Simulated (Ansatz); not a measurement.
# Hf5AlNi4: the cost of one run

Method: DFT PBE, scalar-relativistic, plane waves, PAW, in Ansatz 0.2.0.

## (1) The starting structure

Symmetry: P4/m, No. 83, tetragonal system. The conventional cell has a = 7.156 Å, b = 7.156 Å, c = 3.281 Å, α = 90.00°, β = 90.00°, γ = 90.00°. Hf (site symmetry m) has 6 Ni at 2.65 to 2.75 Å and 2 Al at 2.97 Å as nearest neighbours. Around Hf (site symmetry 4/m) lie 4 Ni at 2.75 Å. Al (site symmetry 4/m) is surrounded by 4 Ni at 2.88 Å and 8 Hf at 2.97 Å and 2 Al at 3.28 Å. Around Ni (site symmetry m) lie 1 Ni at 2.59 Å and 7 Hf at 2.64 to 2.75 Å and 1 Al at 2.88 Å.

Structure file:

```cif
data_structure
_symmetry_space_group_name_H-M 'P 1'
_symmetry_Int_Tables_number 1
_cell_length_a 7.1558
_cell_length_b 7.1558
_cell_length_c 6.5628
_cell_angle_alpha 90.000
_cell_angle_beta 90.000
_cell_angle_gamma 90.000
_cell_volume 336.05
loop_
_atom_site_label
_atom_site_type_symbol
_atom_site_fract_x
_atom_site_fract_y
_atom_site_fract_z
_atom_site_occupancy
Hf1 Hf 0.35315 0.18691 0.00000 1
Hf2 Hf 0.81309 0.35315 0.50000 1
Hf3 Hf 0.18691 0.64685 0.50000 1
Hf4 Hf 0.00000 0.00000 0.75000 1
Hf5 Hf 0.18734 0.64731 0.00000 1
Hf6 Hf 0.64685 0.81309 0.00000 1
Hf7 Hf 0.35269 0.18734 0.50000 1
Hf8 Hf 0.64731 0.81266 0.50000 1
Hf9 Hf 0.81266 0.35269 0.00000 1
Hf10 Hf 0.00000 0.00000 0.25000 1
Al1 Al 0.50000 0.50000 0.25000 1
Al2 Al 0.50000 0.50000 0.75000 1
Ni1 Ni 0.63499 0.12030 0.74941 1
Ni2 Ni 0.12030 0.36501 0.75059 1
Ni3 Ni 0.87970 0.63499 0.75059 1
Ni4 Ni 0.87970 0.63499 0.24941 1
Ni5 Ni 0.36501 0.87970 0.74941 1
Ni6 Ni 0.36501 0.87970 0.25059 1
Ni7 Ni 0.63499 0.12030 0.25059 1
Ni8 Ni 0.12030 0.36501 0.24941 1
```

An earlier run at PBE left this cell at 16.802 Å³/atom and -0.02 GPa (6×6×6 mesh).

## (2) Antiferromagnetic, in the cell as typed

input.yaml

```yaml
crystal:
  lattice:
    - [7.1557537181, 0.0, 0.0]
    - [0.0, 7.1557537181, 0.0]
    - [0.0, 0.0, 6.5627628033]
  atoms:
    - { symbol: Hf, position: [0.3531542583, 0.1869131586, 0.0] }
    - { symbol: Hf, position: [0.8130868414, 0.3531542583, 0.5] }
    - { symbol: Hf, position: [0.1869131586, 0.6468457417, 0.5] }
    - { symbol: Hf, position: [0.0, 0.0, 0.75] }
    - { symbol: Hf, position: [0.1873413122, 0.6473127489, 0.0] }
    - { symbol: Hf, position: [0.6468457417, 0.8130868414, 0.0] }
    - { symbol: Hf, position: [0.3526872511, 0.1873413122, 0.5] }
    - { symbol: Hf, position: [0.6473127489, 0.8126586878, 0.5] }
    - { symbol: Hf, position: [0.8126586878, 0.3526872511, 0.0] }
    - { symbol: Hf, position: [0.0, 0.0, 0.25] }
    - { symbol: Al, position: [0.5, 0.5, 0.25] }
    - { symbol: Al, position: [0.5, 0.5, 0.75] }
    - { symbol: Ni, position: [0.6349863688, 0.1203047644, 0.7494058495], spin: 0.8 }
    - { symbol: Ni, position: [0.1203047644, 0.3650136312, 0.7505941505], spin: 0.8 }
    - { symbol: Ni, position: [0.8796952356, 0.6349863688, 0.7505941505], spin: -0.8 }
    - { symbol: Ni, position: [0.8796952356, 0.6349863688, 0.2494058495], spin: -0.8 }
    - { symbol: Ni, position: [0.3650136312, 0.8796952356, 0.7494058495], spin: -0.8 }
    - { symbol: Ni, position: [0.3650136312, 0.8796952356, 0.2505941505], spin: -0.8 }
    - { symbol: Ni, position: [0.6349863688, 0.1203047644, 0.2505941505], spin: 0.8 }
    - { symbol: Ni, position: [0.1203047644, 0.3650136312, 0.2494058495], spin: 0.8 }
basis:
  ecutwfc: 420
  ecutrho_ratio: 4
kpoints:
  mp_grid: { grid: [6, 6, 6] }
hamiltonian:
  xc: pbe
scf:
  occupations: { method: gaussian, width: 0.05 }
  lower_state_search: "off"
output:
  forces: true
  stress: true
  eigenvalues: true
  populations: true
magnetization:
  spin_polarized: true
```

Command:

```sh
$ ansatz run input.yaml --threads 8 --pin off --max-ram 22528MiB --backend cpu --events-out ev --progress --plain --runs-dir out
```

What time and memory should one allow on 8 threads of Arm Neoverse V2, shared host?

About 12 min, with a peak of 9.8 GiB.
